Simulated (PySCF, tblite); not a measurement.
# H12O2SSi5: geometry, infrared bands and NMR shifts

Aim: predict the infrared bands and NMR shifts of H12O2SSi5 (`O[Si@]([SiH3])(O[SiH3])[SiH2]S[SiH3]`).

Programs: tblite 0.8.0 and PySCF 2.14.0, with density-fitted response routines of our own. Each step states its level of theory. These are calculated values for one molecule in the gas phase, unless marked as measured. Atoms count from 0, in the outputs and in this text.

### 1 The starting structure

20 atoms, charge 0, multiplicity 1; geometry from: force field or distance geometry start.

Bonds of the start (Å): O0–Si1 1.70, Si1–Si2 2.23, Si1–O3 1.72, O3–Si4 1.73, Si1–Si5 2.22, Si5–S6 2.14, S6–Si7 2.16, O0–H8 1.00, Si2–H9 1.47, Si2–H10 1.46, Si2–H11 1.47, Si4–H12 1.46, Si4–H13 1.46, Si4–H14 1.49, Si5–H15 1.46, Si5–H16 1.48, Si7–H17 1.45, Si7–H18 1.46, Si7–H19 1.48.

### 2 Relaxing the molecule with GFN2-xTB

The job: settings as JSON, then the geometry in Å.

```
{"job": {"kind": "relax", "xc": "GFN2-xTB", "basis": "xTB"}, "charge": 0, "multiplicity": 1}
O     -2.310200     1.369400    -0.992200
Si    -1.130700     0.156600    -0.807800
Si    -0.578600    -0.804000    -2.739200
O     -1.781300    -0.968100     0.316300
Si    -2.786400    -0.185900     1.492800
Si     0.770100     0.933400     0.047500
S      1.621900    -0.374400     1.508400
Si     3.732300     0.097600     1.581100
H     -1.946500     2.271700    -0.776600
H      0.202700    -2.007400    -2.442400
H      0.304500     0.128400    -3.439900
H     -1.799200    -1.110400    -3.502600
H     -4.182400    -0.567100     1.269500
H     -2.356500    -0.628200     2.810800
H     -2.668700     1.292500     1.390800
H      0.588600     2.261600     0.635300
H      1.746200     1.061600    -1.057100
H      3.866200     1.365400     2.280900
H      4.457000    -0.998900     2.214000
H      4.245800     0.275700     0.207500
```

Run with:

```console
$ OMP_NUM_THREADS=1 python probes_run.py task.json out
```

The driver reads the jobs from task.json and runs them one after another.

Standard output:

```text
step      E/eV     max force
  0    -715.74435    2.760
  1    -716.02182    1.971
  2    -716.16312    0.944
  3    -716.21927    1.005
  4    -716.35042    0.666
  5    -716.39766    0.759
  6    -716.49996    0.767
  7    -716.54275    0.569
  8    -716.58120    0.430
  9    -716.61255    0.517
 10    -716.64938    0.574
 11    -716.68753    0.569
 12    -716.72006    0.429
 13    -716.74094    0.393
 14    -716.75590    0.324
 15    -716.77863    0.427
 16    -716.80090    0.364
 17    -716.81431    0.316
 18    -716.81862    0.698
 19    -716.83005    0.271
 20    -716.83752    0.228
 21    -716.85005    0.237
 22    -716.85633    0.237
 23    -716.86476    0.217
 24    -716.87281    0.275
 25    -716.88203    0.348
 26    -716.89160    0.301
 27    -716.89971    0.216
 28    -716.90343    0.229
 29    -716.90797    0.249
 30    -716.91111    0.269
 31    -716.91687    0.240
 32    -716.92257    0.200
 33    -716.92934    0.196
 34    -716.93506    0.131
 35    -716.93859    0.135
 36    -716.94056    0.425
 37    -716.94347    0.141
 38    -716.94742    0.165
 39    -716.95518    0.354
 40    -716.96215    0.387
 41    -716.97042    0.324
 42    -716.97685    0.287
 43    -716.98165    0.116
 44    -716.98126    0.663
 45    -716.98808    0.146
 46    -716.99174    0.145
 47    -717.00447    0.273
 48    -717.00857    0.180
 49    -717.01425    0.135
 50    -717.01691    0.238
 51    -717.01925    0.110
 52    -717.02238    0.171
 53    -717.02580    0.266
 54    -717.02876    0.294
 55    -717.03194    0.253
 56    -717.03480    0.191
 57    -717.03726    0.127
 58    -717.03906    0.119
 59    -717.04073    0.134
 60    -717.04164    0.231
 61    -717.04397    0.107
 62    -717.04563    0.121
 63    -717.04740    0.106
 64    -717.04899    0.119
 65    -717.05121    0.131
 66    -717.05312    0.111
 67    -717.05433    0.071
 68    -717.05527    0.087
 69    -717.05637    0.091
 70    -717.05799    0.128
 71    -717.05949    0.156
 72    -717.06081    0.161
 73    -717.06218    0.156
 74    -717.06345    0.132
 75    -717.06454    0.092
 76    -717.06541    0.070
 77    -717.06610    0.057
 78    -717.06660    0.100
 79    -717.06739    0.063
 80    -717.06832    0.094
 81    -717.06972    0.073
 82    -717.07042    0.055
 83    -717.07105    0.049
 84    -717.07150    0.054
 85    -717.07194    0.071
 86    -717.07240    0.085
 87    -717.07298    0.086
 88    -717.07356    0.069
 89    -717.07396    0.041
 90    -717.07415    0.028
 91    -717.07422    0.019
 92    -717.07428    0.019
 93    -717.07435    0.026
 94    -717.07444    0.029
 95    -717.07454    0.025
 96    -717.07461    0.025
 97    -717.07466    0.017
 98    -717.07470    0.016
 99    -717.07474    0.019
100    -717.07480    0.025
101    -717.07490    0.033
102    -717.07507    0.037
103    -717.07531    0.036
104    -717.07553    0.025
105    -717.07565    0.020
106    -717.07572    0.018
107    -717.07578    0.018
108    -717.07589    0.024
109    -717.07605    0.028
110    -717.07621    0.028
111    -717.07635    0.026
112    -717.07645    0.022
113    -717.07650    0.017
114    -717.07655    0.016
115    -717.07661    0.018
116    -717.07668    0.026
117    -717.07678    0.026
118    -717.07688    0.017
119    -717.07693    0.014
120    -717.07695    0.012
121    -717.07698    0.013
122    -717.07703    0.016
123    -717.07711    0.020
124    -717.07723    0.023
125    -717.07735    0.020
126    -717.07744    0.023
127    -717.07751    0.022
128    -717.07758    0.020
129    -717.07768    0.022
130    -717.07781    0.021
131    -717.07798    0.027
132    -717.07814    0.026
133    -717.07826    0.020
134    -717.07833    0.019
135    -717.07838    0.017
136    -717.07844    0.016
137    -717.07853    0.024
138    -717.07863    0.027
139    -717.07878    0.043
140    -717.07895    0.041
141    -717.07922    0.022
142    -717.07929    0.023
143    -717.07942    0.028
144    -717.07956    0.042
145    -717.07980    0.050
146    -717.08004    0.037
147    -717.08020    0.020
148    -717.08021    0.035
149    -717.08031    0.016
150    -717.08034    0.013
151    -717.08052    0.022
152    -717.08059    0.022
153    -717.08069    0.022
154    -717.08077    0.018
155    -717.08084    0.017
156    -717.08092    0.024
157    -717.08099    0.019
158    -717.08111    0.020
159    -717.08123    0.025
160    -717.08135    0.027
161    -717.08143    0.017
162    -717.08147    0.014
163    -717.08151    0.017
164    -717.08154    0.016
165    -717.08158    0.013
166    -717.08160    0.011
167    -717.08162    0.011
168    -717.08164    0.011
169    -717.08166    0.009
```

Wall time 2.6 s (1 thread of Intel Xeon 6975P-C, shared host); peak memory 0.19 GiB.

Relaxation path: (not every step is listed)

```tsv
step	energy from step 0 (eV)	largest force (eV/Å)
0	0.0000	2.7598
1	-0.2775	1.9711
2	-0.4188	0.9436
3	-0.4749	1.0049
4	-0.6061	0.6663
5	-0.6533	0.7592
6	-0.7556	0.7666
7	-0.7984	0.5695
8	-0.8368	0.4298
23	-1.1204	0.2172
38	-1.2031	0.1654
53	-1.2814	0.2657
68	-1.3109	0.0874
83	-1.3267	0.0487
98	-1.3303	0.0158
113	-1.3321	0.0173
128	-1.3332	0.0204
143	-1.3351	0.0279
158	-1.3368	0.0198
164	-1.3372	0.0158
165	-1.3372	0.0128
166	-1.3372	0.0112
167	-1.3373	0.0112
168	-1.3373	0.0107
169	-1.3373	0.0094
```

Distances of close pairs at the start and the end, largest changes first:

```tsv
bond	before (Å)	after (Å)	change (Å)
O3–Si4	1.734	1.619	-0.115
Si1–Si2	2.227	2.320	+0.094
Si1–O3	1.718	1.640	-0.078
Si1–Si5	2.224	2.299	+0.075
O0–Si1	1.702	1.636	-0.066
O0–H8	0.996	0.954	-0.042
Si5–S6	2.138	2.169	+0.031
S6–Si7	2.164	2.135	-0.029
```

The final coordinates are the input of the step that follows.

### 3 Harmonic vibrations with GFN2-xTB

The job: settings as JSON, then the geometry in Å.

```
{"job": {"kind": "ir", "xc": "GFN2-xTB", "basis": "xTB"}, "charge": 0, "multiplicity": 1}
O     -1.276432     2.129787    -1.618454
Si    -0.923752     0.682448    -0.941624
Si    -1.050290    -1.086087    -2.438431
O     -2.108270     0.414337     0.160448
Si    -2.749445    -0.371716     1.422104
Si     1.001142     1.309436     0.148570
S      1.897784    -0.512794     0.910068
Si     3.809490     0.108665     1.628723
H     -2.145736     2.339588    -1.950723
H     -0.576396    -2.345616    -1.860455
H     -0.239778    -0.825473    -3.637110
H     -2.408411    -1.350516    -2.945531
H     -3.832656    -1.182425     0.866577
H     -1.710778    -1.189485     2.040066
H     -3.243326     0.680421     2.309055
H      0.951760     2.216500     1.306626
H      2.028122     1.895348    -0.723761
H      3.617536     1.079180     2.699411
H      4.409529    -1.127287     2.099998
H      4.544757     0.705293     0.521408
```

Standard output:

```text
mode    cm-1     km/mol
  1       4.3      0.15
  2      15.6      0.08
  3      20.5      0.16
  4      21.8      3.72
  5      36.5      0.44
  6      42.3      0.69
  7      67.5      0.59
  8      81.8      0.18
  9      98.7      1.99
 10     119.8      1.61
 11     133.9      3.46
 12     152.7      1.85
 13     204.0     57.29
 14     223.6     17.46
 15     309.8    100.82
 16     353.6     14.56
 17     367.2     13.55
 18     432.0     16.38
 19     449.3     21.54
 20     466.0     49.69
 21     515.3    133.89
 22     527.1     42.07
 23     546.3     36.79
 24     564.8     73.58
 25     574.3     16.17
 26     589.6     26.76
 27     612.5     36.58
 28     624.6    160.99
 29     677.6    604.24
 30     755.9     90.26
 31     764.9    310.91
 32     765.9    647.44
 33     773.9    130.11
 34     775.3    219.47
 35     778.1    241.36
 36     781.9    472.82
 37     793.4    198.30
 38     809.9    163.48
 39     815.2    449.98
 40     831.4    130.51
 41     862.7    172.85
 42    1049.5    569.93
 43    2161.7    228.64
 44    2173.1    279.54
 45    2198.7     99.86
 46    2205.1    398.11
 47    2251.7    229.82
 48    2253.9    336.34
 49    2263.7    355.02
 50    2290.8    169.12
 51    2301.3    329.43
 52    2314.6    181.85
 53    2358.6    199.82
 54    3648.4      1.89
```

Wall time 1.6 s (1 thread of Intel Xeon 6975P-C, shared host); peak memory 0.19 GiB.

The strongest bands and the atoms that carry them (share of the mass-weighted mode):

```tsv
cm⁻¹	km/mol	atoms
678	604.2	H16 42 %, H15 36 %, Si5 12 %
766	647.4	H18 24 %, H17 20 %, H14 17 %, H19 13 %
782	472.8	H19 18 %, H17 17 %, H11 13 %, H9 11 %
815	450.0	H11 20 %, H15 19 %, H16 18 %
1050	569.9	O3 78 %, Si4 11 %
2205	398.1	H10 89 %
2254	336.3	H12 52 %, H9 30 %, H14 12 %
2264	355.0	H14 67 %, H12 21 %
```

### 4 Nuclear shieldings: PBE0/pcSseg-1

Same as in step 3 but for these lines:

```diff
@@ -1,2 +1,2 @@
-{"job": {"kind": "ir", "xc": "GFN2-xTB", "basis": "xTB"}, "charge": 0, "multiplicity": 1}
+{"job": {"kind": "nmr", "xc": "PBE0", "basis": "pcSseg-1"}, "charge": 0, "multiplicity": 1}
 O     -1.276432     2.129787    -1.618454
```

Level: GIAO PBE0/pcSseg-1 NMR shielding, non-relativistic, gas phase.

Standard output:

```text
coarse grid: 19360 points
cycle   1  E = -2002.2106905143  dE =  5.591e-01  |g| = 1.027e+00  |ddm| = 4.122e+00
cycle   2  E = -2001.8773489221  dE =  3.333e-01  |g| = 1.664e+00  |ddm| = 2.407e+00
cycle   3  E = -2002.3979163875  dE = -5.206e-01  |g| = 1.223e-01  |ddm| = 1.783e+00
cycle   4  E = -2002.4003811313  dE = -2.465e-03  |g| = 7.202e-02  |ddm| = 2.204e-01
cycle   5  E = -2002.4014130233  dE = -1.032e-03  |g| = 1.681e-02  |ddm| = 7.794e-02
cycle   6  E = -2002.4014590978  dE = -4.607e-05  |g| = 5.511e-03  |ddm| = 1.979e-02
cycle   7  E = -2002.4014654916  dE = -6.394e-06  |g| = 9.826e-04  |ddm| = 7.625e-03
final grid: 158256 points
cycle   8  E = -2002.4657608181  dE = -1.968e-05  |g| = 8.453e-03  |ddm| = 2.175e-02
cycle   9  E = -2002.4657463613  dE =  1.446e-05  |g| = 1.233e-02  |ddm| = 1.566e-02
cycle  10  E = -2002.4657724073  dE = -2.605e-05  |g| = 8.485e-04  |ddm| = 9.826e-03
cycle  11  E = -2002.4657725356  dE = -1.283e-07  |g| = 2.606e-04  |ddm| = 1.161e-03
cycle  12  E = -2002.4657725494  dE = -1.381e-08  |g| = 7.416e-05  |ddm| = 3.011e-04
cycle  13  E = -2002.4657725503  dE = -8.336e-10  |g| = 2.264e-05  |ddm| = 8.081e-05
converged SCF energy = -2002.4657725503

GIAO shielding tensors (ppm)
atom      isotropic    diamagn.    paramagn.     s11        s22        s33       span
  0 O      258.682     386.161    -127.478    205.339    248.318    322.390    117.051
  1 Si     342.051     878.684    -536.634    317.874    336.450    371.828     53.955
  2 Si     471.926     881.694    -409.768    460.400    466.729    488.648     28.248
  3 O      272.156     403.726    -131.569    205.497    259.421    351.550    146.053
  4 Si     392.842     880.698    -487.856    357.213    362.863    458.451    101.238
  5 Si     411.705     882.889    -471.185    366.229    399.622    469.263    103.034
  6 S      864.376    1063.760    -199.383    848.718    851.773    892.639     43.920
  7 Si     401.756     880.187    -478.431    360.044    386.137    459.087     99.044
  8 H       29.431      29.948      -0.517     21.979     24.588     41.725     19.745
  9 H       28.224      30.974      -2.750     24.896     27.288     32.488      7.593
 10 H       28.395      29.710      -1.315     25.054     26.251     33.880      8.826
 11 H       28.245      29.601      -1.356     24.917     26.134     33.685      8.768
 12 H       26.584      29.346      -2.762     22.893     25.011     31.849      8.957
 13 H       26.436      31.485      -5.049     22.256     26.911     30.140      7.884
 14 H       26.574      29.367      -2.793     23.132     24.607     31.982      8.850
 15 H       26.856      31.812      -4.956     23.032     25.461     32.077      9.045
 16 H       27.148      31.675      -4.527     23.046     26.341     32.059      9.013
 17 H       27.094      28.906      -1.812     22.965     25.180     33.137     10.172
 18 H       26.979      28.979      -2.000     22.712     24.670     33.555     10.843
 19 H       27.157      28.941      -1.785     22.982     25.392     33.096     10.114
```

It took 42 s on 1 thread of Intel Xeon 6975P-C, shared host; peak memory 1.1 GiB.

The references, computed at this level on geometries of the same kind, shield at (ppm): ¹H TMS 31.72, ²⁹Si TMS 349.2, ¹⁷O H2O 336.1, ³³S CS2 504. Their shielding less the atom's gives the shift. The references are single molecules in the gas phase, so shifts against H2O, NH3, PH3, H3PO4 or CFCl3 are not on the usual liquid scales and can be off by tens of ppm. Atoms listed in one row are averaged.

```tsv
atoms	environment	σ (ppm)	δ (ppm)
H12, H13, H14	hydrogen on a silicon bonded to O	26.53	5.19
H15	hydrogen on a silicon bonded to S, Si	26.86	4.86
H17, H18, H19	hydrogen on a silicon bonded to S	27.08	4.64
H16	hydrogen on a silicon bonded to S, Si	27.15	4.57
H9, H10, H11	hydrogen on a silicon bonded to Si	28.29	3.43
H8	hydrogen on an oxygen bonded to Si	29.43	2.29
O0	oxygen bonded to Si, H	258.7	77.4
O3	oxygen bonded to 2 Si	272.2	63.9
Si1	silicon bonded to 2 O, 2 Si	342.1	7.1
Si4	silicon bonded to O, 3 H	392.8	-43.7
Si7	silicon bonded to S, 3 H	401.8	-52.6
Si5	silicon bonded to S, Si, 2 H	411.7	-62.5
Si2	silicon bonded to Si, 3 H	471.9	-122.8
S6	sulfur bonded to 2 Si	864	-361
```

Charges from the same density, by scheme (e):

```tsv
atoms	Mulliken	IAO	Hirshfeld	ESP fit
O0	-0.55	-0.79	-0.31	-0.69
Si1	0.81	0.98	0.34	0.59
Si2	0.13	0.23	0.20	0.06
O3	-0.74	-0.89	-0.31	-0.45
Si4	0.73	0.88	0.39	0.59
Si5	0.22	0.35	0.22	0.24
S6	-0.57	-0.46	-0.20	-0.43
Si7	0.48	0.56	0.30	0.40
```

Mayer bond orders: O0–Si1 1.04, Si1–Si2 0.87, Si1–O3 0.88, O3–Si4 0.91, Si1–Si5 0.85, Si5–S6 0.91, S6–Si7 0.94.

### 5 Results

| quantity | value |
| --- | --- |
| strongest single infrared mode (GFN2-xTB) | 766 cm⁻¹, 647 km/mol |
| zero-point energy (GFN2-xTB) | 68.4 kcal/mol |
| ¹H shifts against TMS (PBE0/pcSseg-1, means over atoms taken as alike) | 5.19, 4.86, 4.64, 4.57, 3.43, 2.29 ppm |
| ¹⁷O shifts against H2O (PBE0/pcSseg-1) | 77.4, 63.9 ppm |
| ²⁹Si shifts against TMS (PBE0/pcSseg-1) | 7.1, -43.7, -52.6, -62.5, -122.8 ppm |
| ³³S shifts against CS2 (PBE0/pcSseg-1) | -361 ppm |

In words: The optimisation took 169 steps and gained 1.337 eV; among the close pairs (by a distance rule), O3–Si4 changed most, from 1.734 to 1.619 Å. No mode is imaginary among the 54: a minimum at this level. GFN2-xTB is a fitted tight-binding method: band positions and strengths are rough. Its intensities can rank the bands wrongly. At PBE0/pcSseg-1: Shielding is most anisotropic at O3 (span 146 ppm, paramagnetic term -132 ppm).
